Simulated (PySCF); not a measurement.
# CH9BOSi2: the cost of one run

Computed with PySCF 2.14.0, with density-fitted response routines of our own, on a single molecule in the gas phase. Atoms count from 0, in the outputs and in this text.

## 1. Starting geometry

14 atoms, charge 0, multiplicity 1; geometry from: GFN2-xTB. The atoms were then displaced at random by about 0.01 Å, so the start is not that level's minimum.

Bonds of the start (Å): B0–C1 1.56, C1–O2 1.39, O2–Si3 1.65, Si3–Si4 2.25, B0–H5 1.20, B0–H6 1.14, C1–H7 1.10, C1–H8 1.11, Si3–H9 1.46, Si3–H10 1.50, Si4–H11 1.48, Si4–H12 1.44, Si4–H13 1.46.

## 2. Geometry optimisation at PBE0-D3(BJ)/def2-SVP

What the job is given:

```
{"job": {"xc": "PBE0", "basis": "def2-SVP", "d3": "d3bj", "grid": 1, "shake": 0.01, "kind": "geom"}, "charge": 0, "multiplicity": 1}
B     -2.600790     0.165670     0.223760
C     -1.571120     1.075780    -0.520400
O     -0.242680     0.917590    -0.133630
Si     0.799560    -0.324790    -0.419570
Si     2.642780     0.322620     0.705630
H     -3.745710     0.309420    -0.088900
H     -2.287180    -0.551150     1.059600
H     -1.623090     0.934260    -1.610900
H     -1.806290     2.147920    -0.343830
H      0.906030    -0.507490    -1.865870
H      0.161960    -1.608690     0.020100
H      2.423820     1.063910     1.972240
H      3.400170    -0.847730     1.067180
H      3.535370     1.167620    -0.073160
```

Command:

```console
OMP_NUM_THREADS=1 python probes_run.py task.json out
```

One launch serves the whole session: the jobs run in the order shown.

Q: Estimate the wall time and peak memory of this first job on 1 thread of Arm Neoverse V1, shared host.

About 89 s, with a peak of 0.5 GiB.
